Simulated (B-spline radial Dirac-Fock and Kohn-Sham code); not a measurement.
# An X-ray data sheet for Ba²⁷⁺, step by step

What does theory give for Ba²⁷⁺? The session works out its X-ray form factor and Compton profile and the binding energy of each subshell.

Program: B-spline radial Dirac-Fock and Kohn-Sham code, version 2. Model: a free atom or ion on a radial basis; each step names its model. All values are calculated, but those marked as tabulated.

### Step 1. What is computed

Ba²⁷⁺ in the configuration [Ar] 3d10 4s1.

* nuclear charge: 56
* electrons: 29
* mass number: 138
* nuclear rms radius: 4.8378 fm

Outer shells as boxes (Hund's rule, for the drawing alone; heavy ions are jj-coupled, and the calculation averages over the configuration):

```
[Ar] core
3d [↑↓][↑↓][↑↓][↑↓][↑↓]
4s [↑ ]
```

### Step 2. Scattering by the electron cloud

Model: Dirac-Fock average of configuration, finite nucleus; form factor of the spherical density, Waller-Hartree incoherent function, impulse-approximation Compton profiles.

The run's settings:

```ini
task = scatter
Z = 56
charge = 27
configuration = 1s2 2s2 2p6 3s2 3p6 3d10 4s1
mass_number = 138
rms_radius = 4.8378  # fm
s = [0.0, 0.09, 0.11, 0.14, 0.17, 0.2, 0.25, 0.3, 0.37, 0.45, 0.54, 0.66, 0.81, 0.98, 1.2, 1.46, 1.78, 2.17, 2.64, 3.22, 3.92, 4.78, 5.83]  # 1/A
pz = [0, 0.1, 0.13, 0.18, 0.24, 0.32, 0.43, 0.57, 0.76, 1.0, 1.4, 1.8, 2.4, 3.2, 4.3, 5.7, 7.7, 10.0, 14.0, 18.0, 24.0]  # a.u.
photon_energy = [1000, 2000, 5000, 8047.8, 10000, 17479.3, 30000, 500000]  # eV
```

### Step 3. Binding energies

Model: Dirac-Fock average of configuration, Delta-SCF, finite nucleus, first-order Breit with its frequency dependence, self-energy and vacuum polarisation.

The run's settings:

```ini
task = binding
```

Q: Predict the outcome of this session. Wanted: rms radius of the electron cloud; form factor halves at; Compton profile at zero; deepest level listed, K; least bound, N1; Kα1.

As calculated:

```
                                quantity         value
        rms radius of the electron cloud    0.264 bohr
                   form factor halves at       1.3 1/Å
                 Compton profile at zero  1.597 1/a.u.
            deepest level listed, K (1s)    38383.6 eV
                    least bound, N1 (4s)      975.1 eV
                                     Kα1    32216.3 eV
ionisation energy, NIST (semi-empirical)    976.620 eV
```

In words: f falls from 29 to half of that at s = 1.3 1/Å. Incoherent scattering outweighs coherent from 500 keV on, among the energies asked. For K (1s), relaxation takes off 49.1 eV, Breit terms shift it by -91.92 and QED by -47.14 eV. NIST's ionisation energy differs by +1.49 eV from the least binding energy; correlation is missing from the calculation. The Hartree-Fock and Dirac-Fock values hold no electron correlation.
